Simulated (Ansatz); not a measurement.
**GeH3F (SMILES [H][Ge]([H])([H])[F]): HF/STO-3G**

What is the vertical ionisation energy of GeH3F at HF/STO-3G? 

Program for the calculation: Ansatz 0.2.0.

10 further runs of the same task are left out: 10 set aside as unsound or not needed.

**1. Starting point**

GeH3F: 5 atoms, total charge 0, spin state singlet. SMILES: `[H][Ge]([H])([H])[F]`. Geometry: a GFN2-xTB relaxation, a rough one for these elements and not checked as a minimum.

Bond lengths: Ge1–F2 1.735 Å, Ge1–H3 1.493 Å, Ge1–H4 1.492 Å, Ge1–H5 1.493 Å. Angles: F2–Ge1–H3 103.4°, F2–Ge1–H4 103.3°, F2–Ge1–H5 103.4°, H3–Ge1–H4 114.7°, H3–Ge1–H5 114.9°, H4–Ge1–H5 114.9°.

**2. The energy at HF/STO-3G**

Input file molecule.yaml:

```yaml
crystal:
  periodic: [false, false, false]
  atoms:
    - {symbol: Ge, position_ang: [-0.001260, 0.000720, -0.139740]}
    - {symbol: F, position_ang: [0.010260, -0.018210, 1.594920]}
    - {symbol: H, position_ang: [1.448570, 0.011740, -0.494610]}
    - {symbol: H, position_ang: [-0.731820, 1.260740, -0.465520]}
    - {symbol: H, position_ang: [-0.725750, -1.254990, -0.495050]}
basis:
  gaussian:
    orbitals: STO-3G
hamiltonian:
  xc: hf
accuracy: high
output: {orbitals: {seedname: orbitals}}
```

Started as:

```sh
$ ansatz run molecule.yaml --threads 1 --pin off --max-ram 2610MiB --events-out events.jsonl --progress --plain --runs-dir runs
```

The log of the run:

```text
Warning: RAYON_NUM_THREADS=1 ignored (pool sized by the plan → 1); use --threads N
Functional definition: HF
  name "HF"
  exchange = exact_x
  correlation = 0
388 factors; integrals over basis functions are off by at most 3.9e-9 eV
mean field evaluation 1: about -58544.8825 eV, gradient 1.6e1 eV
mean field evaluation 2: about -58544.9161 eV, gradient 1.6e1 eV
mean field evaluation 4: about -58546.4151 eV, gradient 1.2e0 eV
mean field evaluation 8: about -58546.4253 eV, gradient 1.8e-6 eV
mean field -58546.42528214 eV, -2151.5414449264 hartree, gradient 4.4e-8 eV, S^2 0.000000; 0 other end points of the search recorded, 0 dependent functions left out
reference -58546.42528214 eV, -2151.5414449264 hartree; 22, 22 occupied and 4, 4 virtual orbitals, 388 factors
Total energy: -58546.42528214 eV, -2151.5414449264 hartree
```

It took 0.3 s on 1 thread of Intel Xeon Platinum 8488C (Sapphire Rapids), shared host.

**3. The doublet cation**

Input file input.yaml:

```yaml
crystal:
  periodic: [false, false, false]
  atoms:
    - {symbol: Ge, position_ang: [-0.001260, 0.000720, -0.139740]}
    - {symbol: F, position_ang: [0.010260, -0.018210, 1.594920]}
    - {symbol: H, position_ang: [1.448570, 0.011740, -0.494610]}
    - {symbol: H, position_ang: [-0.731820, 1.260740, -0.465520]}
    - {symbol: H, position_ang: [-0.725750, -1.254990, -0.495050]}
basis:
  gaussian:
    orbitals: STO-3G
total_charge: 1
magnetization:
  spin_polarized: true
  initial_magnetization: 1
hamiltonian:
  xc: hf
accuracy: high
output:
  orbitals: {seedname: orbitals}
```

Started as:

```sh
$ ansatz run input.yaml --threads 1 --pin off --max-ram 2610MiB --events-out events.jsonl --progress --plain --runs-dir runs
```

The log of the run, shortened:

```text
Warning: RAYON_NUM_THREADS=1 ignored (pool sized by the plan → 1); use --threads N
Functional definition: HF
  name "HF"
[...]
388 factors; integrals over basis functions are off by at most 3.9e-9 eV
[...]
mean field -58538.96315086 eV, -2151.2672166597 hartree, gradient 2.1e-8 eV, S^2 0.752586; 4 other end points of the search recorded, 0 dependent functions left out
reference -58538.96315086 eV, -2151.2672166597 hartree; 22, 21 occupied and 4, 5 virtual orbitals, 388 factors
Total energy: -58538.96315086 eV, -2151.2672166597 hartree
```

It took 1.2 s on 1 thread of Intel Xeon Platinum 8488C (Sapphire Rapids), shared host; peak memory 0.098 GiB.

**4. Results**

Level: HF/STO-3G.

| quantity | value |
| --- | --- |
| singlet GeH3F: total energy | -2151.54144 Eh |
| singlet GeH3F: HOMO energy | -10.22 eV |
| singlet GeH3F: LUMO energy | 11.35 eV |
| singlet GeH3F: HOMO–LUMO gap | 21.57 eV |
| doublet cation: total energy | -2151.26722 Eh |
| doublet cation: HOMO energy (highest over α and β) | -18.97 eV |
| doublet cation: LUMO energy (lowest over α and β) | -4.77 eV |
| doublet cation: ⟨S²⟩ | 0.753 |
| vertical ionisation energy (to the doublet cation) | 7.462 eV |

Removing an electron at fixed nuclei costs 7.46 eV (720 kJ/mol). −ε(HOMO) before ionisation, 10.22 eV, is 2.75 eV above this ionisation energy. In a minimal basis such a difference can be off by several eV, whatever the method.
